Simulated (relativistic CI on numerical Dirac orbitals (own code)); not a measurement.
**Al⁺: one ion under different settings**

Aim: see what numerical and physical settings do to the SCF, the total energy and the lowest levels of Al⁺.

Method: Dirac-Coulomb-Breit CI, KLI orbitals optimised for each configuration, model QED (radiative potential, 1s self-energy scaled to tabulated hydrogen-like ionisation energies), numerical settings as typed. Code: relativistic CI on numerical Dirac orbitals (own code) version 3.

### Step 1. The system

| Property | Result |
| --- | --- |
| ion | Al⁺ (Al II) |
| nuclear charge | 13 |
| electrons | 12 |
| isotope | A = 27 |

### Step 2. Usual settings

Settings, as recorded:

```ini
atom Al  Z=13  charge=1  electrons=12
nucleus A=27  rms_radius_fm=3.0610
hamiltonian dirac-coulomb  breit=on  qed=on  c_scale=1
orbitals kli  potential=per-configuration
slater_scale 1
correlation none
mixing on
grid step=0.0125 r_max=51.4
scf mixing=0.4 start=green max_iterations=150 tolerance=2e-08 node_fill=0.05
configurations
  [Ne] 3s2
  [Ne] 3s 3p
  [Ne] 3p2
  [Ne] 3s 3d
  [Ne] 3d2
end
```

Started as:

```console
$ python run_levels.py task.json out
```

One command runs all members of the session, one after another, from task.json.

### Step 3. Node fill 0.01

Settings: those of step 2 with these lines changed.

```diff
@@ -8,3 +8,3 @@
 grid step=0.0125 r_max=51.4
-scf mixing=0.4 start=green max_iterations=150 tolerance=2e-08 node_fill=0.05
+scf mixing=0.4 start=green max_iterations=150 tolerance=2e-08 node_fill=0.01
 configurations
```

### Step 4. Start potential bare, QED terms off

Settings, as recorded:

```ini
atom Al  Z=13  charge=1  electrons=12
nucleus A=27  rms_radius_fm=3.0610
hamiltonian dirac-coulomb  breit=on  qed=off  c_scale=1
orbitals kli  potential=per-configuration
slater_scale 1
correlation none
mixing on
grid step=0.0125 r_max=51.4
scf mixing=0.4 start=bare max_iterations=150 tolerance=2e-08 node_fill=0.05
configurations
  [Ne] 3s2
  [Ne] 3s 3p
  [Ne] 3p2
  [Ne] 3s 3d
  [Ne] 3d2
end
```

### Step 5. Iteration limit 30

Settings, as recorded:

```ini
atom Al  Z=13  charge=1  electrons=12
nucleus A=27  rms_radius_fm=3.0610
hamiltonian dirac-coulomb  breit=on  qed=on  c_scale=1
orbitals kli  potential=per-configuration
slater_scale 1
correlation none
mixing on
grid step=0.0125 r_max=51.4
scf mixing=0.4 start=green max_iterations=30 tolerance=2e-08 node_fill=0.05
configurations
  [Ne] 3s2
  [Ne] 3s 3p
  [Ne] 3p2
  [Ne] 3s 3d
  [Ne] 3d2
end
```

### Step 6. Speed-of-light factor 1.25

Settings, as recorded:

```ini
atom Al  Z=13  charge=1  electrons=12
nucleus A=27  rms_radius_fm=3.0610
hamiltonian dirac-coulomb  breit=on  qed=on  c_scale=1.25
orbitals kli  potential=per-configuration
slater_scale 1
correlation none
mixing on
grid step=0.0125 r_max=51.4
scf mixing=0.4 start=green max_iterations=150 tolerance=2e-08 node_fill=0.05
configurations
  [Ne] 3s2
  [Ne] 3s 3p
  [Ne] 3p2
  [Ne] 3s 3d
  [Ne] 3d2
end
```

### Step 7. Tolerance 0.01

Settings, as recorded:

```ini
atom Al  Z=13  charge=1  electrons=12
nucleus A=27  rms_radius_fm=3.0610
hamiltonian dirac-coulomb  breit=on  qed=on  c_scale=1
orbitals kli  potential=per-configuration
slater_scale 1
correlation none
mixing on
grid step=0.0125 r_max=51.4
scf mixing=0.4 start=green max_iterations=97 tolerance=0.01 node_fill=0.05
configurations
  [Ne] 3s2
  [Ne] 3s 3p
  [Ne] 3p2
  [Ne] 3s 3d
  [Ne] 3d2
end
```

(Steps that only read results are left out.)

**Question.** What will these runs give? Wanted: lowest level, usual settings; total energy; first excitation.

As calculated:

| setting | total energy less usual (Ha) | largest shift of a level among the lowest eight of both runs, same label and place (cm⁻¹) | SCF iterations | time | lowest level | kind of change |
| --- | --- | --- | --- | --- | --- | --- |
| usual | 0 | 0 | 52 | 0.18 s | 3s2 1S0 | - |
| node fill 0.01 | -1.04e-05 | 118 | 52 | 0.18 s | 3s2 1S0 | numerical |
| start potential bare, QED terms off | -0.0275 | 27.7 | 67 | 0.2 s | 3s2 1S0 | model term |
| iteration limit 30 | 0 | 0 | 52 | 0.19 s | 3s2 1S0 | numerical |
| speed-of-light factor 1.25 | 0.148 | 179 | 52 | 0.18 s | 3s2 1S0 | unphysical constant |
| tolerance 0.01 | -1.76e-05 | 5.76 | 25 | 0.15 s | 3s2 1S0 | unsound |

| quantity | value |
| --- | --- |
| lowest level, usual settings | 3s2 1S0 |
| total energy | -242.0875 Ha |
| first excitation | 36356 cm⁻¹ |

**Reading.** Among the runs whose levels can be followed, they move most under «speed-of-light factor 1.25» (unphysical constant), by up to 179 cm⁻¹. No visible change in the result comes from «iteration limit 30». Only the listed configurations are in the model. Near neutrality, missing correlation can shift configurations against each other by thousands of cm⁻¹.
